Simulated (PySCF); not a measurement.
# CH₈SSeSi₂: core binding energies at several levels of theory, part 3 of 3

PySCF 2.14.0. Atoms count from 0.

### 8 Core-electron binding energies: SCAN, X2C

Job settings and geometry (Å):

```
{"job": {"kind": "xps", "basis": "def2-TZVP"}, "charge": 0, "multiplicity": 1}
Si     1.725245    -0.100648     0.107580
C      0.399625     0.219758    -1.200453
S     -0.849497     1.437625    -0.631282
Si    -1.991853     0.252233     0.746372
Se    -4.107166     1.084224     0.788503
H      2.735770    -1.083724    -0.395603
H      2.402719     1.179154     0.463939
H      1.066291    -0.664640     1.325652
H      0.849762     0.663708    -2.102552
H     -0.096240    -0.712535    -1.516458
H     -1.914187    -1.163619     0.272089
H     -1.550731     0.325345     2.168827
H     -4.250705     0.966696    -0.672015
```

Level: delta-SCF UKS SCAN, def2-TZVP on the ionised atom, pcseg-1 elsewhere, spin-free X2C.

Standard output:

```text
ground state, core basis on atom 0 (Si), 154 functions
  cycle   1  E = -3445.60950058  |g| = 3.62e-01
  cycle   2  E = -3445.57665599  |g| = 4.82e-01
  cycle   3  E = -3445.64960737  |g| = 7.19e-02
  cycle   4  E = -3445.65133714  |g| = 2.54e-02
  cycle   5  E = -3445.65153854  |g| = 6.71e-03
  cycle   6  E = -3445.65155961  |g| = 2.86e-03
  cycle   7  E = -3445.65156273  |g| = 8.26e-04
  cycle   8  E = -3445.65156009  |g| = 2.10e-04
  E(ground) = -3445.69740190 Eh
hole in Si 1s of atom 0
  cycle   1  E = -3376.70009843  |g| = 2.95e+00
  cycle   2  E = -3373.71702098  |g| = 2.50e+00
  cycle   3  E = -3364.43899086  |g| = 2.65e+00
  cycle   4  E = -3377.54554015  |g| = 3.65e-01
  cycle   5  E = -3377.51932480  |g| = 4.20e-01
  cycle   6  E = -3377.63813221  |g| = 5.32e-02
  cycle   7  E = -3377.63999499  |g| = 1.60e-02
  cycle   8  E = -3377.64018903  |g| = 5.95e-03
  cycle   9  E = -3377.64021563  |g| = 2.46e-03
  cycle  10  E = -3377.64022003  |g| = 7.06e-04
  cycle  11  E = -3377.64021955  |g| = 2.94e-04
  E(ion) = -3377.69450900 Eh   <S^2> = 0.7522   hole on atom = 1.000   binding energy = 1850.453 eV
hole in Si 2p of atom 0
  cycle   1  E = -3441.37428001  |g| = 1.18e+00
  cycle   2  E = -3439.03223098  |g| = 1.76e+00
  cycle   3  E = -3441.34285361  |g| = 6.59e-01
  cycle   4  E = -3441.67377614  |g| = 1.68e-01
  cycle   5  E = -3441.68094707  |g| = 1.48e-01
  cycle   6  E = -3441.69383904  |g| = 2.82e-02
  cycle   7  E = -3441.69429163  |g| = 8.16e-03
  cycle   8  E = -3441.69433095  |g| = 3.46e-03
  cycle   9  E = -3441.69434127  |g| = 9.35e-04
  cycle  10  E = -3441.69434415  |g| = 3.31e-04
  E(ion) = -3441.75337477 Eh   <S^2> = 0.7519   hole on atom = 1.003   binding energy = 107.322 eV
  2p3/2 = 107.122 eV   2p1/2 = 107.733 eV
ground state, core basis on atom 1 (C), 152 functions
  cycle   1  E = -3445.62739723  |g| = 2.31e-02
  cycle   2  E = -3445.62740467  |g| = 2.14e-02
  cycle   3  E = -3445.62753806  |g| = 5.39e-03
  cycle   4  E = -3445.62754613  |g| = 2.00e-03
  cycle   5  E = -3445.62754389  |g| = 4.02e-04
  E(ground) = -3445.71428040 Eh
hole in C 1s of atom 1
  cycle   1  E = -3434.34165308  |g| = 1.48e+00
  cycle   2  E = -3431.81368368  |g| = 2.23e+00
  cycle   3  E = -3434.43919443  |g| = 8.13e-01
  cycle   4  E = -3434.86773258  |g| = 3.00e-01
  cycle   5  E = -3434.90475376  |g| = 1.53e-01
  cycle   6  E = -3434.91778391  |g| = 2.81e-02
  cycle   7  E = -3434.91833924  |g| = 5.61e-03
  cycle   8  E = -3434.91836817  |g| = 2.73e-03
  cycle   9  E = -3434.91837967  |g| = 1.80e-03
  cycle  10  E = -3434.91838183  |g| = 9.88e-04
  cycle  11  E = -3434.91838305  |g| = 4.28e-04
  E(ion) = -3435.00574878 Eh   <S^2> = 0.7753   hole on atom = 1.000   binding energy = 291.394 eV
ground state, core basis on atom 2 (S), 154 functions
  cycle   1  E = -3445.64395366  |g| = 4.83e-02
  cycle   2  E = -3445.64312734  |g| = 6.77e-02
  cycle   3  E = -3445.64457273  |g| = 9.48e-03
  cycle   4  E = -3445.64459401  |g| = 3.27e-03
  cycle   5  E = -3445.64459655  |g| = 9.53e-04
  cycle   6  E = -3445.64459655  |g| = 2.96e-04
  E(ground) = -3445.71856224 Eh
hole in S 1s of atom 2
  cycle   1  E = -3353.38451138  |g| = 3.45e+00
  cycle   2  E = -3351.63319587  |g| = 2.30e+00
  cycle   3  E = -3345.36030163  |g| = 2.68e+00
  cycle   4  E = -3354.41308002  |g| = 3.08e-01
  cycle   5  E = -3354.43529956  |g| = 2.60e-01
  cycle   6  E = -3354.47816647  |g| = 6.73e-02
  cycle   7  E = -3354.48162611  |g| = 2.35e-02
  cycle   8  E = -3354.48196583  |g| = 8.47e-03
  cycle   9  E = -3354.48201415  |g| = 2.89e-03
  cycle  10  E = -3354.48201656  |g| = 8.57e-04
  cycle  11  E = -3354.48201623  |g| = 2.57e-04
  E(ion) = -3354.54987624 Eh   <S^2> = 0.7514   hole on atom = 1.000   binding energy = 2480.826 eV
hole in S 2p of atom 2
  cycle   1  E = -3438.95593096  |g| = 1.47e+00
  cycle   2  E = -3436.98848516  |g| = 1.81e+00
  cycle   3  E = -3438.79974935  |g| = 9.05e-01
  cycle   4  E = -3439.37717525  |g| = 1.87e-01
  cycle   5  E = -3439.38381071  |g| = 1.86e-01
  cycle   6  E = -3439.40424948  |g| = 2.78e-02
  cycle   7  E = -3439.40464354  |g| = 1.27e-02
  cycle   8  E = -3439.40475492  |g| = 3.91e-03
  cycle   9  E = -3439.40476652  |g| = 1.43e-03
  cycle  10  E = -3439.40476509  |g| = 6.20e-04
  cycle  11  E = -3439.40476645  |g| = 3.60e-04
  E(ion) = -3439.48626256 Eh   <S^2> = 0.7535   hole on atom = 1.001   binding energy = 169.590 eV
  2p3/2 = 169.354 eV   2p1/2 = 170.577 eV
ground state, core basis on atom 3 (Si), 154 functions
  cycle   1  E = -3445.65415171  |g| = 4.89e-02
  cycle   2  E = -3445.65385264  |g| = 4.85e-02
  cycle   3  E = -3445.65438050  |g| = 1.61e-02
  cycle   4  E = -3445.65446228  |g| = 1.71e-03
  cycle   5  E = -3445.65445935  |g| = 7.77e-04
  cycle   6  E = -3445.65446469  |g| = 1.91e-04
  E(ground) = -3445.70133297 Eh
hole in Si 1s of atom 3
  cycle   1  E = -3376.66714758  |g| = 2.95e+00
  cycle   2  E = -3375.79253376  |g| = 2.15e+00
  cycle   3  E = -3376.58805177  |g| = 1.11e+00
  cycle   4  E = -3377.55936730  |g| = 2.95e-01
  cycle   5  E = -3377.61524568  |g| = 8.95e-02
  cycle   6  E = -3377.61924587  |g| = 4.55e-02
  cycle   7  E = -3377.62062568  |g| = 1.32e-02
  cycle   8  E = -3377.62075279  |g| = 3.41e-03
  cycle   9  E = -3377.62075890  |g| = 1.25e-03
  cycle  10  E = -3377.62076226  |g| = 4.87e-04
  E(ion) = -3377.67700029 Eh   <S^2> = 0.7528   hole on atom = 1.000   binding energy = 1851.036 eV
hole in Si 2p of atom 3
  cycle   1  E = -3441.34673694  |g| = 1.19e+00
  cycle   2  E = -3440.50705286  |g| = 1.49e+00
  cycle   3  E = -3441.46247862  |g| = 5.35e-01
  cycle   4  E = -3441.66842758  |g| = 1.39e-01
  cycle   5  E = -3441.67953310  |g| = 5.38e-02
  cycle   6  E = -3441.68141280  |g| = 1.78e-02
  cycle   7  E = -3441.68164134  |g| = 3.74e-03
  cycle   8  E = -3441.68164811  |g| = 1.47e-03
  cycle   9  E = -3441.68165033  |g| = 3.51e-04
  E(ion) = -3441.74162580 Eh   <S^2> = 0.7518   hole on atom = 1.003   binding energy = 107.749 eV
  2p3/2 = 107.580 eV   2p1/2 = 108.194 eV
```

Wall time 50 s (1 thread of Arm Neoverse V1, shared host); peak memory 0.53 GiB.

The holes in one table. −ε is the ground-state orbital energy:

```
       hole  stands for                   environment  ΔSCF (eV; 2p as the shell's mean)  −ε (eV)   ⟨S²⟩
Si1s on Si0         Si0      silicon bonded to C, 3 H                            1850.45   1794.5  0.752
Si2p on Si0         Si0      silicon bonded to C, 3 H                             107.33     96.5  0.752
  C1s on C1          C1    sp3 CH2 bonded to S and Si                             291.39    274.7  0.775
  S1s on S2          S2        sulfur bonded to C, Si                            2480.83   2416.2  0.751
  S2p on S2          S2        sulfur bonded to C, Si                             169.76    158.4  0.754
Si1s on Si3         Si3  silicon bonded to S, Se, 2 H                            1851.04   1795.5  0.753
Si2p on Si3         Si3  silicon bonded to S, Se, 2 H                             107.78     97.3  0.752
```

With the spin-orbit splitting: Si0 2p3/2 107.12, 2p1/2 107.73 eV; S2 2p3/2 169.35, 2p1/2 170.58 eV; Si3 2p3/2 107.58, 2p1/2 108.19 eV. The table gives each 2p level as the mean over the whole 2p shell (two parts 2p3/2, one part 2p1/2), which differs a little from the single hole in the log.

### 9 Core holes by ΔSCF: SCAN, non-relativistic

The job, as its differences from that of step 8:

```diff
@@ -1,2 +1,2 @@
-{"job": {"kind": "xps", "basis": "def2-TZVP"}, "charge": 0, "multiplicity": 1}
+{"job": {"kind": "xps", "x2c": false}, "charge": 0, "multiplicity": 1}
 Si     1.725245    -0.100648     0.107580
```

Method: delta-SCF UKS SCAN, pcX-2 on the ionised atom, pcseg-1 elsewhere, non-relativistic.

Standard output:

```text
ground state, core basis on atom 0 (Si), 177 functions
  cycle   1  E = -3421.49542921  |g| = 4.36e-01
  cycle   2  E = -3421.46938531  |g| = 4.42e-01
  cycle   3  E = -3421.52413532  |g| = 1.36e-01
  cycle   4  E = -3421.52981486  |g| = 4.20e-02
  cycle   5  E = -3421.53036960  |g| = 9.33e-03
  cycle   6  E = -3421.53040353  |g| = 3.00e-03
  cycle   7  E = -3421.53040099  |g| = 9.66e-04
  cycle   8  E = -3421.53040234  |g| = 2.64e-04
  E(ground) = -3421.57459247 Eh
hole in Si 1s of atom 0
  cycle   1  E = -3352.76603840  |g| = 4.32e+00
  cycle   2  E = -3349.97296455  |g| = 2.80e+00
  cycle   3  E = -3336.48728395  |g| = 3.81e+00
  cycle   4  E = -3353.56284748  |g| = 5.89e-01
  cycle   5  E = -3353.72178575  |g| = 3.80e-01
  cycle   6  E = -3353.80895619  |g| = 1.32e-01
  cycle   7  E = -3353.82058592  |g| = 2.81e-02
  cycle   8  E = -3353.82113120  |g| = 1.04e-02
  cycle   9  E = -3353.82120336  |g| = 3.69e-03
  cycle  10  E = -3353.82121364  |g| = 1.62e-03
  cycle  11  E = -3353.82121203  |g| = 3.21e-04
  E(ion) = -3353.87270997 Eh   <S^2> = 0.7525   hole on atom = 1.000   binding energy = 1842.262 eV
hole in Si 2p of atom 0
  cycle   1  E = -3417.25642389  |g| = 1.22e+00
  cycle   2  E = -3415.07815485  |g| = 1.76e+00
  cycle   3  E = -3417.22687050  |g| = 6.71e-01
  cycle   4  E = -3417.56233027  |g| = 1.65e-01
  cycle   5  E = -3417.56888604  |g| = 1.48e-01
  cycle   6  E = -3417.58151470  |g| = 2.85e-02
  cycle   7  E = -3417.58195633  |g| = 8.81e-03
  cycle   8  E = -3417.58200449  |g| = 3.75e-03
  cycle   9  E = -3417.58201282  |g| = 9.70e-04
  cycle  10  E = -3417.58201311  |g| = 3.16e-04
  E(ion) = -3417.63834518 Eh   <S^2> = 0.7520   hole on atom = 1.002   binding energy = 107.111 eV
  2p3/2 = 106.910 eV   2p1/2 = 107.526 eV
ground state, core basis on atom 1 (C), 166 functions
  cycle   1  E = -3421.49532419  |g| = 4.36e-02
  cycle   2  E = -3421.49533832  |g| = 2.19e-02
  cycle   3  E = -3421.49541942  |g| = 1.36e-02
  cycle   4  E = -3421.49546955  |g| = 4.92e-03
  cycle   5  E = -3421.49547652  |g| = 4.55e-04
  E(ground) = -3421.57972410 Eh
hole in C 1s of atom 1
  cycle   1  E = -3410.21202690  |g| = 1.51e+00
  cycle   2  E = -3407.64453959  |g| = 2.40e+00
  cycle   3  E = -3410.40960460  |g| = 7.41e-01
  cycle   4  E = -3410.74026584  |g| = 3.21e-01
  cycle   5  E = -3410.79509106  |g| = 1.33e-01
  cycle   6  E = -3410.80424498  |g| = 3.05e-02
  cycle   7  E = -3410.80486519  |g| = 9.85e-03
  cycle   8  E = -3410.80493251  |g| = 4.88e-03
  cycle   9  E = -3410.80495354  |g| = 1.90e-03
  cycle  10  E = -3410.80496098  |g| = 8.76e-04
  cycle  11  E = -3410.80496014  |g| = 3.62e-04
  E(ion) = -3410.89009008 Eh   <S^2> = 0.7781   hole on atom = 1.000   binding energy = 290.880 eV
ground state, core basis on atom 2 (S), 177 functions
  cycle   1  E = -3421.52356495  |g| = 4.80e-02
  cycle   2  E = -3421.52312361  |g| = 5.69e-02
  cycle   3  E = -3421.52386756  |g| = 1.08e-02
  cycle   4  E = -3421.52390482  |g| = 3.61e-03
  cycle   5  E = -3421.52390560  |g| = 1.40e-03
  cycle   6  E = -3421.52390768  |g| = 1.65e-04
  E(ground) = -3421.59570170 Eh
hole in S 1s of atom 2
  cycle   1  E = -3329.57723607  |g| = 5.04e+00
  cycle   2  E = -3327.93352504  |g| = 2.62e+00
  cycle   3  E = -3319.98496805  |g| = 3.00e+00
  cycle   4  E = -3330.75922154  |g| = 2.66e-01
  cycle   5  E = -3330.75634273  |g| = 2.51e-01
  cycle   6  E = -3330.79755845  |g| = 6.54e-02
  cycle   7  E = -3330.80044320  |g| = 1.52e-02
  cycle   8  E = -3330.80058959  |g| = 6.33e-03
  cycle   9  E = -3330.80060990  |g| = 1.91e-03
  cycle  10  E = -3330.80061346  |g| = 7.16e-04
  cycle  11  E = -3330.80061401  |g| = 2.38e-04
  E(ion) = -3330.86339725 Eh   <S^2> = 0.7516   hole on atom = 1.000   binding energy = 2468.952 eV
hole in S 2p of atom 2
  cycle   1  E = -3414.84349057  |g| = 1.53e+00
  cycle   2  E = -3412.93367887  |g| = 1.86e+00
  cycle   3  E = -3414.69776444  |g| = 9.14e-01
  cycle   4  E = -3415.27545185  |g| = 1.83e-01
  cycle   5  E = -3415.28157452  |g| = 1.79e-01
  cycle   6  E = -3415.29961126  |g| = 3.11e-02
  cycle   7  E = -3415.30008710  |g| = 1.41e-02
  cycle   8  E = -3415.30022059  |g| = 4.19e-03
  cycle   9  E = -3415.30023325  |g| = 1.58e-03
  cycle  10  E = -3415.30023650  |g| = 6.93e-04
  cycle  11  E = -3415.30023701  |g| = 3.85e-04
  E(ion) = -3415.37876396 Eh   <S^2> = 0.7536   hole on atom = 1.001   binding energy = 169.171 eV
  2p3/2 = 168.931 eV   2p1/2 = 170.161 eV
ground state, core basis on atom 3 (Si), 177 functions
  cycle   1  E = -3421.53082683  |g| = 2.92e-02
  cycle   2  E = -3421.53065718  |g| = 3.06e-02
  cycle   3  E = -3421.53092093  |g| = 9.79e-03
  cycle   4  E = -3421.53095044  |g| = 2.36e-03
  cycle   5  E = -3421.53095088  |g| = 6.26e-04
  cycle   6  E = -3421.53095293  |g| = 9.44e-05
  E(ground) = -3421.57602682 Eh
hole in Si 1s of atom 3
  cycle   1  E = -3352.72945012  |g| = 4.32e+00
  cycle   2  E = -3351.89439478  |g| = 2.51e+00
  cycle   3  E = -3352.48263186  |g| = 1.28e+00
  cycle   4  E = -3353.64417988  |g| = 4.74e-01
  cycle   5  E = -3353.79166659  |g| = 1.08e-01
  cycle   6  E = -3353.79521767  |g| = 6.70e-02
  cycle   7  E = -3353.79812469  |g| = 1.95e-02
  cycle   8  E = -3353.79839794  |g| = 4.60e-03
  cycle   9  E = -3353.79841536  |g| = 1.91e-03
  cycle  10  E = -3353.79841659  |g| = 5.66e-04
  cycle  11  E = -3353.79841842  |g| = 3.80e-04
  E(ion) = -3353.85160562 Eh   <S^2> = 0.7531   hole on atom = 1.000   binding energy = 1842.875 eV
hole in Si 2p of atom 3
  cycle   1  E = -3417.22476642  |g| = 1.24e+00
  cycle   2  E = -3416.41838001  |g| = 1.55e+00
  cycle   3  E = -3417.36708146  |g| = 5.14e-01
  cycle   4  E = -3417.54957066  |g| = 1.51e-01
  cycle   5  E = -3417.56318440  |g| = 5.02e-02
  cycle   6  E = -3417.56470448  |g| = 1.98e-02
  cycle   7  E = -3417.56497372  |g| = 5.07e-03
  cycle   8  E = -3417.56499067  |g| = 1.64e-03
  cycle   9  E = -3417.56499254  |g| = 4.79e-04
  E(ion) = -3417.62204756 Eh   <S^2> = 0.7521   hole on atom = 1.003   binding energy = 107.593 eV
  2p3/2 = 107.423 eV   2p1/2 = 108.042 eV
```

Run time: 52 s. Hardware: 1 thread of Arm Neoverse V1, shared host; peak memory 0.64 GiB.

Binding energies by hole, beside the orbital energy of the ground state; the difference holds orbital relaxation and, for a density functional, its self-interaction error:

| hole | stands for | environment | ΔSCF (eV; 2p as the shell's mean) | −ε (eV) | ⟨S²⟩ |
| --- | --- | --- | --- | --- | --- |
| Si1s on Si0 | Si0 | silicon bonded to C, 3 H | 1842.26 | 1789.4 | 0.752 |
| Si2p on Si0 | Si0 | silicon bonded to C, 3 H | 107.12 | 96.4 | 0.752 |
| C1s on C1 | C1 | sp3 CH2 bonded to S and Si | 290.88 | 274.7 | 0.778 |
| S1s on S2 | S2 | sulfur bonded to C, Si | 2468.95 | 2407.6 | 0.752 |
| S2p on S2 | S2 | sulfur bonded to C, Si | 169.34 | 158.2 | 0.754 |
| Si1s on Si3 | Si3 | silicon bonded to S, Se, 2 H | 1842.88 | 1790.4 | 0.753 |
| Si2p on Si3 | Si3 | silicon bonded to S, Se, 2 H | 107.63 | 97.3 | 0.752 |

With the spin-orbit splitting: Si0 2p3/2 106.91, 2p1/2 107.53 eV; S2 2p3/2 168.93, 2p1/2 170.16 eV; Si3 2p3/2 107.42, 2p1/2 108.04 eV. The table gives each 2p level as the mean over the whole 2p shell (two parts 2p3/2, one part 2p1/2), which differs a little from the single hole in the log.

### 10 Outcome

The summary covers parts 1 to 3.

```
                                           quantity                        value
                  Si1s binding energies, SCAN/pcX-2  Si3 1847.22, Si0 1846.60 eV
                  Si2p binding energies, SCAN/pcX-2    Si3 107.57, Si0 107.06 eV
                   C1s binding energies, SCAN/pcX-2                 C1 290.97 eV
                   S1s binding energies, SCAN/pcX-2                S2 2476.67 eV
                   S2p binding energies, SCAN/pcX-2                 S2 169.31 eV
                 Si1s binding energies, B3LYP/pcX-2  Si3 1845.80, Si0 1845.25 eV
                 Si2p binding energies, B3LYP/pcX-2    Si3 107.47, Si0 107.03 eV
                  C1s binding energies, B3LYP/pcX-2                 C1 290.95 eV
                  S1s binding energies, B3LYP/pcX-2                S2 2474.51 eV
                  S2p binding energies, B3LYP/pcX-2                 S2 168.95 eV
                  Si1s binding energies, PBE0/pcX-2  Si3 1845.04, Si0 1844.40 eV
                  Si2p binding energies, PBE0/pcX-2    Si3 107.21, Si0 106.70 eV
                   C1s binding energies, PBE0/pcX-2                 C1 290.53 eV
                   S1s binding energies, PBE0/pcX-2                S2 2473.95 eV
                   S2p binding energies, PBE0/pcX-2                 S2 168.83 eV
                   Si1s binding energies, PBE/pcX-2  Si3 1843.79, Si0 1843.23 eV
                   Si2p binding energies, PBE/pcX-2    Si3 106.82, Si0 106.35 eV
                    C1s binding energies, PBE/pcX-2                 C1 290.10 eV
                    S1s binding energies, PBE/pcX-2                S2 2472.58 eV
                    S2p binding energies, PBE/pcX-2                 S2 168.41 eV
                    Si1s binding energies, HF/pcX-2  Si3 1848.28, Si0 1847.55 eV
                    Si2p binding energies, HF/pcX-2    Si3 107.18, Si0 106.56 eV
                     C1s binding energies, HF/pcX-2                 C1 290.78 eV
                     S1s binding energies, HF/pcX-2                S2 2477.53 eV
                     S2p binding energies, HF/pcX-2                 S2 168.67 eV
                  Si1s binding energies, SCAN/pcX-1  Si3 1847.28, Si0 1846.66 eV
                  Si2p binding energies, SCAN/pcX-1    Si3 107.75, Si0 107.21 eV
                   C1s binding energies, SCAN/pcX-1                 C1 290.97 eV
                   S1s binding energies, SCAN/pcX-1                S2 2476.69 eV
                   S2p binding energies, SCAN/pcX-1                 S2 169.44 eV
              Si1s binding energies, SCAN/def2-TZVP  Si3 1851.04, Si0 1850.45 eV
              Si2p binding energies, SCAN/def2-TZVP    Si3 107.78, Si0 107.33 eV
               C1s binding energies, SCAN/def2-TZVP                 C1 291.39 eV
               S1s binding energies, SCAN/def2-TZVP                S2 2480.83 eV
               S2p binding energies, SCAN/def2-TZVP                 S2 169.76 eV
Si1s binding energies, SCAN/pcX-2, non-relativistic  Si3 1842.88, Si0 1842.26 eV
Si2p binding energies, SCAN/pcX-2, non-relativistic    Si3 107.63, Si0 107.12 eV
 C1s binding energies, SCAN/pcX-2, non-relativistic                 C1 290.88 eV
 S1s binding energies, SCAN/pcX-2, non-relativistic                S2 2468.95 eV
 S2p binding energies, SCAN/pcX-2, non-relativistic                 S2 169.34 eV
```

In words: Single values in the summary come from the first sound run of each kind (SCAN/pcX-2), which need not be the best level. At SCAN/pcX-2: The Si1s levels kept as sound span 0.61 eV, from Si0 (silicon bonded to C, 3 H) up to Si3 (silicon bonded to S, Se, 2 H). At B3LYP/pcX-2: The Si2p levels kept as sound span 0.44 eV, from Si0 (silicon bonded to C, 3 H) up to Si3 (silicon bonded to S, Se, 2 H). At PBE0/pcX-2: The Si2p levels kept as sound span 0.51 eV, from Si0 (silicon bonded to C, 3 H) up to Si3 (silicon bonded to S, Se, 2 H). At PBE/pcX-2: Si3 (silicon bonded to S, Se, 2 H) binds its Si1s electron 0.56 eV more tightly than Si0 (silicon bonded to C, 3 H). At PBE/pcX-2: Si3 (silicon bonded to S, Se, 2 H) binds its Si2p electron 0.47 eV more tightly than Si0 (silicon bonded to C, 3 H). At HF/pcX-2: Si3 (silicon bonded to S, Se, 2 H) binds its Si2p electron 0.62 eV more tightly than Si0 (silicon bonded to C, 3 H). At SCAN/pcX-1: The Si1s levels kept as sound span 0.62 eV, from Si0 (silicon bonded to C, 3 H) up to Si3 (silicon bonded to S, Se, 2 H). At SCAN/pcX-2, non-relativistic: Si3 (silicon bonded to S, Se, 2 H) binds its Si2p electron 0.51 eV more tightly than Si0 (silicon bonded to C, 3 H).
